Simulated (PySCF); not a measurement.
# C6H9N: spin-spin couplings

Aim: predict the spin-spin couplings of C6H9N (`[H]/N=C\CCC1C=C1`).

The runs use PySCF 2.14.0, with density-fitted response routines of our own; the level of theory stands in each step. All values are computed, except where a source is named. Atoms are numbered from 0 throughout.

### 1 The starting structure

16 atoms, charge 0, multiplicity 1; geometry from: GFN2-xTB.

Bonds of the start (Å): N0–C1 1.25, C1–C2 1.50, C2–C3 1.53, C3–C4 1.52, C4–C5 1.50, C5–C6 1.30, C6–C4 1.50, N0–H7 1.02, C1–H8 1.09, C2–H9 1.09, C2–H10 1.09, C3–H11 1.09, C3–H12 1.09, C4–H13 1.09, C5–H14 1.06, C6–H15 1.06.

### 2 Spin-spin couplings: B3LYP/pcJ-1

What the job is given:

```
{"job": {"kind": "j", "xc": "B3LYP", "basis": "pcJ-1"}, "charge": 0, "multiplicity": 1}
N     -2.127267     1.167852     0.869682
C     -1.647741     0.585109    -0.130328
C     -1.184910    -0.835021    -0.254141
C      0.287419    -0.893264    -0.682930
C      1.189023    -0.274252     0.368392
C      2.407210     0.506471    -0.023939
C      1.403766     1.210476     0.407007
H     -2.207546     0.585023     1.703928
H     -1.546781     1.185695    -1.031828
H     -1.800445    -1.332177    -1.009402
H     -1.315033    -1.357872     0.697716
H      0.570794    -1.936922    -0.844962
H      0.412846    -0.357417    -1.626925
H      1.197579    -0.828171     1.306193
H      3.397063     0.439465    -0.402348
H      0.956426     2.143948     0.642474
```

With the program's defaults for keys left out, this is: B3LYP/pcJ-1 indirect spin-spin coupling, non-relativistic, gas phase.

Command:

```bash
$ OMP_NUM_THREADS=1 python probes_run.py task.json out
```

The driver reads the jobs from task.json and runs them one after another.

What will the session give for the following? largest coupling of the table (B3LYP/pcJ-1). Wanted: largest coupling of the table.

As calculated:

| quantity | value |
| --- | --- |
| largest coupling of the table (B3LYP/pcJ-1) | ¹J(C,H) C5–H14, 239.9 Hz |

In the run at B3LYP/pcJ-1, the largest coupling of the table is C5–H14 (mean over like pairs), 239.9 Hz, of which the Fermi-contact term gives 240.3 Hz. Couplings across rotatable bonds belong to this one conformer; where others are populated, the observed values are averages, and the simulated multiplets take (2 J gauche + J anti)/3 across rotating chain bonds.
